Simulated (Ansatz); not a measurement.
# CsLiCr2Te2S3 (P1) in Ansatz: reference runs

How does CsLiCr2Te2S3 come out in PBE? The cell is run as given and disturbed.

All numbers are computed with Ansatz 0.2.0; they aren't measurements. Logs are shortened: lines on timing, memory, paths and dates and some standing lists are left out, and cuts for length are marked.

## Step 1: Starting point

The typed cell holds 9 atoms: a = 6.108 Å, b = 6.358 Å, c = 7.995 Å, α = 101.14°, β = 99.87°, γ = 111.27°.

The cell was built by a generator and needn't be a form met in nature.

## Step 2: Single point, PBE, collinear spin, ferromagnetic start

Input file input.yaml:

```yaml
crystal:
  lattice:
    - [6.10792, -0.01886, 0.00581]
    - [-2.28822, 5.93151, 0.00333]
    - [-1.38462, -2.19395, 7.5626]
  atoms:
    - { symbol: Cs, position: [0.06348, 0.10178, 0.99394] }
    - { symbol: Li, position: [0.57026, 0.58143, 0.57403] }
    - { symbol: Cr, position: [0.07801, 0.50138, 0.5799], spin: 3.0 }
    - { symbol: Cr, position: [0.43162, 0.02972, 0.53722], spin: 3.0 }
    - { symbol: Te, position: [0.54458, 0.76732, 0.28198] }
    - { symbol: Te, position: [0.01143, 0.65932, 0.29902] }
    - { symbol: S, position: [0.778, 0.37133, 0.70773] }
    - { symbol: S, position: [0.39402, 0.82508, 0.74875] }
    - { symbol: S, position: [0.19605, 0.23009, 0.48646] }
hamiltonian:
  xc: pbe
  pseudopotentials: { kind: paw }
magnetization:
  spin_polarized: true
kpoints:
  mp_grid: { grid: [5, 5, 4] }
scf:
  occupations: { method: fermi_dirac, width: 0.05 }
output:
  forces: true
  stress: true
  eigenvalues: true
  write_density: true
  write_potential: true
  elf: true
  volumetric_format: npy
```

Potentials or basis: Ansatz PAW.

Run with:

```bash
> ansatz run input.yaml --threads 8 --pin off --max-ram 20480MiB --backend cpu --events-out ev --progress --plain --runs-dir out
```

Standard output:

```text
Warning: RAYON_NUM_THREADS=8 ignored (pool sized by the plan → 8); use --threads N
Engine: ansatz 0.2.0, aarch64-unknown-linux-gnu
Pseudopotentials: kind: paw
Pseudopotential: Cs, paw, valence charge 9, recommended cutoff 420 eV (normal), Cs.paw.azcp
Pseudopotential: Li, paw, valence charge 3, recommended cutoff 420 eV (normal), Li.paw.azcp
Pseudopotential: Cr, paw, valence charge 14, recommended cutoff 420 eV (normal), Cr.paw.azcp
Pseudopotential: Te, paw, valence charge 16, recommended cutoff 420 eV (normal), Te.paw.azcp
Pseudopotential: S, paw, valence charge 6, recommended cutoff 420 eV (normal), S.paw.azcp
Functional definition: PBE
  parameter kappa = 0.804
  parameter beta = 0.06672455060314922
  exchange = pbe_x(kappa = kappa, mu = beta*pi^2/3)
  correlation = pbe_c(beta = beta)
Crystal: 9 atoms, lattice volume = 273.782 Å³
Basis set: ecut = 420 eV, 5373 PW (Γ), exchange–correlation on 90×90×108 points (8 copies of the dense FFT grid, shifted against one another)
Bands: 58, of which v1, the nominal top of the filled ones, is band 45 counted from 1 (44 counted from 0)
Symmetry: 1 space group operations
Space group: P1 (ITA 1), of the structure as read, at distance tolerance 6.5e-5 Å
Magnetic group: BNS 1.1 (UNI 1), of the structure as read, at distance tolerance 6.5e-5 Å
k-points: 51 of 100 (time reversal used)
Non-local potential: Cs, projectors of the file, l = 0: 3, l = 1: 2, l = 2: 2, l = 3: 2
Non-local potential: Li, projectors of the file, l = 0: 3, l = 1: 2, l = 2: 1
Non-local potential: Cr, projectors of the file, l = 0: 3, l = 1: 2, l = 2: 3, l = 3: 1
Non-local potential: Te, projectors of the file, l = 0: 2, l = 1: 2, l = 2: 2, l = 3: 2
Non-local potential: S, projectors of the file, l = 0: 2, l = 1: 2, l = 2: 2
PAW form: soft (Blöchl's): semilocal exchange-correlation on the pseudo side does not see the compensation charge
PAW one-centre angular grid: Cs, 194 points (default); XC on 64 Gauss nodes
PAW one-centre angular grid: Li, 110 points (default); XC on 64 Gauss nodes
PAW one-centre angular grid: Cr, 590 points (default); XC on 64 Gauss nodes
PAW one-centre angular grid: Te, 590 points (default); XC on 64 Gauss nodes
PAW one-centre angular grid: S, 110 points (default); XC on 64 Gauss nodes
Initial density: superposition of atomic densities (chi_scale 0.1, normalization cell, long waves kept (reshape's long-wave potential 0.07 eV rms))
Starting moments: Σ|m| = 6 μB on 2 of 9 sites
Initial wavefunctions: pseudopotential atomic-orbital guess
Functional: x = pbe(κ = 0.804, μ = 0.2195149727645171), c = pbe(β = 0.06672455060314922)
SCF iter   1: F=—  HF=-29305.187408 eV  |F-HF|=—  |Δ(HF+E_count)|=         —  Δρ=4.53e-2 (↑4.53e-2 ↓2.65e-2)  dr2=2.03e1  dr2_m=4.93e-1  M=4.967 μB ∫|m|=5.472 μB  β_m=0.30  ethr=3.10e-3  ⟨swp⟩=8.0  Hψ=25024  notcnv=0  defer=2
Mixer restart at iter 1: flushing history
preconditioner: auto → Kerker (q_TF=auto, 2.267 Å⁻¹)  [metal: Δε(μ)=0.006 eV  Ē_g=8.108 eV  σ=0.050 eV  W_gap=0.03  n_scr=54 (ndim 8)  ℏωp=15.9 eV  f_vac=0.070  D(μ)=5.43/eV (n_scr^D=30)]
[... 19 lines left out ...]
SCF iter  18: F=—  HF=-29302.487751 eV  |F-HF|=—  |Δ(HF+E_count)|=   3.64e-1  Δρ=4.77e-3 (↑4.63e-3 ↓4.77e-3)  dr2=5.80e-2  dr2_m=4.20e-2  M=-0.508 μB ∫|m|=5.543 μB  β_m=0.69  ethr=5.56e-5  ⟨swp⟩=4.4  Hψ=16694  notcnv=0  defer=468
SCF iter  19: F=—  HF=-29302.479309 eV  |F-HF|=—  |Δ(HF+E_count)|=   8.44e-3  Δρ=1.86e-3 (↑1.86e-3 ↓1.26e-3)  dr2=8.53e-3  dr2_m=4.66e-3  M=-0.590 μB ∫|m|=5.479 μB  β_m=0.68  ethr=5.56e-5  ⟨swp⟩=2.5  Hψ=11720  notcnv=0  defer=499
SCF iter  20: F=—  HF=-29302.478457 eV  |F-HF|=—  |Δ(HF+E_count)|=         —  Δρ=1.06e-3 (↑9.51e-4 ↓1.06e-3)  dr2=5.91e-4  dr2_m=2.43e-3  M=-0.572 μB ∫|m|=5.476 μB  ethr=9.48e-6  ⟨swp⟩=2.0  Hψ=10863  notcnv=0  defer=499
Mixer restart at iter 20: flushing history
SCF iter  21: F=—  HF=-29302.726337 eV  |F-HF|=—  |Δ(HF+E_count)|=         —  Δρ=3.48e-5 (↑3.48e-5 ↓1.52e-5)  dr2=9.70e-6  dr2_m=3.19e-7  M=5.400 μB ∫|m|=6.478 μB  β_m=0.68  ethr=9.27e-9  ⟨swp⟩=4.5  Hψ=11877  notcnv=0  defer=326
SCF iter  22: F=—  HF=-29302.726336 eV  |F-HF|=—  |Δ(HF+E_count)|=   5.74e-7  Δρ=4.74e-5 (↑4.74e-5 ↓9.80e-6)  dr2=8.40e-6  dr2_m=1.08e-6  M=5.401 μB ∫|m|=6.479 μB  β_m=0.51  ethr=9.27e-9  ⟨swp⟩=2.0  Hψ=11333  notcnv=0  defer=326
SCF iter  23: F=—  HF=-29302.726336 eV  |F-HF|=—  |Δ(HF+E_count)|=   9.02e-8  Δρ=1.20e-5 (↑1.20e-5 ↓4.68e-6)  dr2=1.30e-6  dr2_m=5.76e-8  M=5.401 μB ∫|m|=6.479 μB  β_m=0.75  ethr=9.27e-9  ⟨swp⟩=2.0  Hψ=9394  notcnv=0  defer=326
SCF iter  24: F=—  HF=-29302.726336 eV  |F-HF|=—  |Δ(HF+E_count)|=   3.82e-7  Δρ=4.24e-6 (↑4.24e-6 ↓2.72e-6)  dr2=4.23e-7  dr2_m=5.73e-9  M=5.401 μB ∫|m|=6.478 μB  β_m=0.88  ethr=1.44e-9  ⟨swp⟩=2.0  Hψ=7603  notcnv=0  defer=326
SCF iter  25: F=—  HF=-29302.726337 eV  |F-HF|=—  |Δ(HF+E_count)|=   2.18e-7  Δρ=1.25e-5 (↑1.25e-5 ↓2.15e-6)  dr2=5.73e-7  dr2_m=8.77e-8  M=5.401 μB ∫|m|=6.478 μB  β_m=0.66  ethr=4.70e-10  ⟨swp⟩=2.0  Hψ=10273  notcnv=0  defer=326
SCF iter  26: F=—  HF=-29302.726337 eV  |F-HF|=—  |Δ(HF+E_count)|=   1.23e-8  Δρ=6.49e-6 (↑6.49e-6 ↓2.38e-6)  dr2=2.98e-7  dr2_m=1.46e-8  M=5.401 μB ∫|m|=6.478 μB  β_m=0.83  ethr=4.70e-10  ⟨swp⟩=2.0  Hψ=10220  notcnv=0  defer=326
SCF iter  27: F=—  HF=-29302.726337 eV  |F-HF|=—  |Δ(HF+E_count)|=   8.73e-8  Δρ=2.96e-6 (↑2.96e-6 ↓1.27e-6)  dr2=9.23e-8  dr2_m=2.67e-9  M=5.401 μB ∫|m|=6.478 μB  β_m=0.91  ethr=3.31e-10  ⟨swp⟩=1.5  Hψ=6375  notcnv=0  defer=326
SCF iter  28: F=-29302.726337 eV  HF=-29302.726337 eV  |F-HF|=5.46e-8  |Δ(HF+E_count)|=   1.01e-8  Δρ=2.17e-6 (↑2.17e-6 ↓1.30e-6)  dr2=5.98e-8  dr2_m=6.66e-10  M=5.401 μB ∫|m|=6.478 μB  ethr=1.03e-10  ⟨swp⟩=15.4  Hψ=40727  notcnv=0
SCF 1 converged in 28 iterations: F = -29302.726337 eV  dr2 = 5.98e-8
SCF converged after 28 iterations
Magnetization: 5.4006 μB (47.7003 up, 42.2997 down)
Absolute magnetization: 6.4817 μB (∫|ρ↑−ρ↓|, with the PAW one-centre terms)
Spin contamination: 0.3531 ħ² per cell (⟨S²⟩ above its minimum at these occupations)
Per-site moments (μB) at R_I (Å): [(0.0029105240227128193, 1.5172407281890739), (0.0027006108279755497, 0.9973889832806614), (2.205192680267646, 0.8887239653739953), (2.608479654732821, 0.9394883671644868), (-0.054298055884812686, 1.1240916530903957), (-0.09060060349471125, 1.0969100562829306), (-0.04053410681984837, 0.9182454917161204), (-0.06061418496289239, 0.9162811252459451), (-0.07650729428612078, 0.8887239653739953)]
Free energy (F): -29302.726337 eV
Harris-Foulkes:  -29302.726337 eV  (|F-HF|=5.46e-8)
Internal energy: -29302.694527 eV  (E = F + TS)
E sigma→0 (E₀):  -29302.710432 eV
Entropy (-TS):   -0.031809 eV (-3.534 meV/atom)
Fermi energy:    5.464846 eV
--- Per-component energies (eV) ---
  E_band       = -1445.849797
  E_kinetic    = 1527.563680
  E_local      = -10530.486112  (includes V_loc(G=0)·N_el)
  E_nonlocal   = -373.446624
  E_hartree    = 5093.516295
  E_xc         = -1001.056053
  E_vxc        = -962.408470  (∫ρ·V_xc dr)
  E_paw        = -18608.590189  (= ΣΔE_a)
  E_vpaw       = -1294.122462  (= ΣTr[D̂ρ^β])
  E_aug_tail   = 0.000384  (compensation charges beyond the density's cutoff)
  E_ewald      = -5410.195907
  E_smearing   = -0.031809  (= −TS)
  E_closure    = 0.000000  (closes the sum)
  Σ components = -29302.726337   (vs F -29302.726337, Δ=0.00e0)
--- Forces (eV/Å), atoms counted from 1 ---
  atom   1  Cs     0.00054772     0.00089862    -0.00116556
  atom   2  Li     0.00282379     0.01221983    -0.00835794
  atom   3  Cr    -0.01524444     0.03319751    -0.04378308
  atom   4  Cr     0.01427437    -0.05609668    -0.08974478
  atom   5  Te     0.01695096     0.08195451     0.07350017
  atom   6  Te    -0.02961824    -0.06834917     0.10774365
  atom   7  S      0.01250589     0.01418632    -0.01695152
  atom   8  S     -0.00901932     0.00043746    -0.02659005
  atom   9  S      0.00679579    -0.01846179     0.00534449
  max |Σ_I F_I| component: 1.65e-5 eV/Å
--- Stress (GPa, compression-positive) ---
        0.292941       0.031664       0.024726
        0.031664      -0.158402       0.009268
        0.024726       0.009268      -0.240439
  P = ⅓ Tr σ = -0.0353 GPa (-0.353 kbar)
--- Band table (eV; the first three rows and the last of 102) ---
  k-point 0 ↑: bands = ["-67.6028", "-67.5705", "-40.3926", "-39.0279", "-38.9849", "-38.9692", "-38.9252", "-38.9209", "-38.8954", "-31.4833", "-31.4462", "-31.4432", "-31.3424", "-31.3338", "-31.0289", "-30.9926", "-30.9661", "-30.8220", "-30.8189", "-16.4274", "-7.7674", "-7.0962", "-6.8486", "-6.1666", "-4.1563", "-3.2749", "-3.2557", "-3.2425", "0.1300", "0.5602", "1.0278", "1.1032", "1.3681", "1.6273", "2.0890", "2.1342", "2.5501", "2.5702", "2.8751", "3.2469", "3.5915", "3.6957", "3.9532", "4.2008", "4.4345", "4.6634", "4.8440", "5.2085", "6.0007", "6.2146", "6.5344", "6.8876", "8.0389", "8.1797", "9.1712", "9.8638", "9.9784", "10.4699"]
  k-point 1 ↑: bands = ["-67.6028", "-67.5705", "-40.3926", "-39.0279", "-38.9849", "-38.9692", "-38.9252", "-38.9209", "-38.8954", "-31.4833", "-31.4462", "-31.4432", "-31.3424", "-31.3338", "-31.0289", "-30.9926", "-30.9661", "-30.8220", "-30.8189", "-16.4274", "-7.7694", "-7.0932", "-6.8491", "-6.1704", "-4.1559", "-3.2748", "-3.2558", "-3.2375", "0.1342", "0.5724", "1.0650", "1.1289", "1.4022", "1.6335", "2.0462", "2.0824", "2.4670", "2.6283", "2.8268", "3.2633", "3.5565", "3.6917", "3.9750", "4.2011", "4.4324", "4.6327", "4.8574", "5.2122", "6.0086", "6.0749", "6.5088", "6.9301", "8.0831", "8.5958", "9.0829", "9.7331", "9.9504", "10.4213"]
  k-point 2 ↑: bands = ["-67.6028", "-67.5705", "-40.3926", "-39.0279", "-38.9849", "-38.9692", "-38.9252", "-38.9209", "-38.8954", "-31.4833", "-31.4462", "-31.4432", "-31.3424", "-31.3338", "-31.0289", "-30.9926", "-30.9661", "-30.8220", "-30.8189", "-16.4273", "-7.7714", "-7.0901", "-6.8496", "-6.1741", "-4.1556", "-3.2737", "-3.2555", "-3.2339", "0.1384", "0.5806", "1.0935", "1.1714", "1.4610", "1.6400", "1.9407", "2.0658", "2.4146", "2.6528", "2.7833", "3.2691", "3.5235", "3.6962", "4.0014", "4.1986", "4.4235", "4.6020", "4.8620", "5.2194", "5.9563", "6.0604", "6.4743", "6.9477", "8.0973", "8.8674", "9.4937", "9.6036", "9.8243", "10.2196"]
  k-point 50 ↓: bands = ["-65.0084", "-64.6017", "-40.3904", "-36.6016", "-36.4657", "-36.2137", "-36.0936", "-36.0264", "-35.9218", "-31.4994", "-31.4660", "-31.4625", "-31.3675", "-31.3609", "-31.0438", "-31.0110", "-30.9717", "-30.8334", "-30.8309", "-16.4253", "-7.6158", "-7.2152", "-6.9574", "-5.8514", "-5.1106", "-3.2720", "-3.2507", "-3.2424", "0.6716", "1.2129", "1.5874", "1.7564", "1.9792", "2.1250", "2.3761", "2.5976", "2.8461", "2.9700", "3.3129", "3.5134", "3.8342", "4.3259", "5.3880", "6.2336", "6.5030", "6.6019", "6.8998", "7.1261", "7.2867", "7.4917", "7.6088", "7.8329", "8.1470", "9.3432", "9.8687", "10.1483", "10.2256", "10.6225"]
```

It took 2.1 min on 8 threads of Arm Neoverse N1, shared host; peak memory 2.2 GiB.

What came out:

```yaml
Free_energy: -29302.7263 eV
Pressure: 0.0 GPa
Largest_force: 0.131 eV/Å
Band_gap_on_the_k_mesh: none (metal or under the smearing width)
Net_moment: 5.40 μB per cell
Absolute_moment: 6.48 μB per cell
Site_moments: Cs +0.00; Li +0.00; Cr +2.21, +2.61; Te -0.05, -0.09; S -0.04, -0.06, -0.08 μB
```

Forces on the atoms (eV/Å):
```
Cs   0.001  0.001 -0.001
Li   0.003  0.012 -0.008
Cr  -0.015  0.033 -0.044
Cr   0.014 -0.056 -0.090
Te   0.017  0.082  0.074
Te  -0.030 -0.068  0.108
S    0.013  0.014 -0.017
S   -0.009  0.000 -0.027
S    0.007 -0.018  0.005
```

Stress tensor (GPa, compression positive):
```
 0.29  0.03  0.02
 0.03 -0.16  0.01
 0.02  0.01 -0.24
```

Levels at points of the mesh, in eV from the Fermi level:
Spin up:
| k point | band 44 | band 45 | band 46 | band 47 | band 48 | band 49 | band 50 | band 51 | band 52 | band 53 |
| --- | --- | --- | --- | --- | --- | --- | --- | --- | --- | --- |
| (0.00, 0.00, 0.00) | -1.26 | -1.03 | -0.80 | -0.62 | -0.26 | 0.54 | 0.75 | 1.07 | 1.42 | 2.57 |
| (0.00, 0.00, -0.50) | -1.27 | -1.04 | -0.86 | -0.60 | -0.25 | 0.49 | 0.60 | 1.01 | 1.48 | 2.63 |
Spin down:
| k point | band 39 | band 40 | band 41 | band 42 | band 43 | band 44 | band 45 | band 46 |
| --- | --- | --- | --- | --- | --- | --- | --- | --- |
| (0.00, 0.00, 0.00) | -2.36 | -1.67 | -1.53 | -1.29 | 0.49 | 0.88 | 0.98 | 1.32 |
| (0.00, 0.00, -0.50) | -2.43 | -1.70 | -1.48 | -1.32 | 0.53 | 0.84 | 0.96 | 1.39 |

Caveat: only a ferromagnetic start was run, and an antiferromagnetic order may lie lower in energy.

(Part 1 of 2 ends here.)
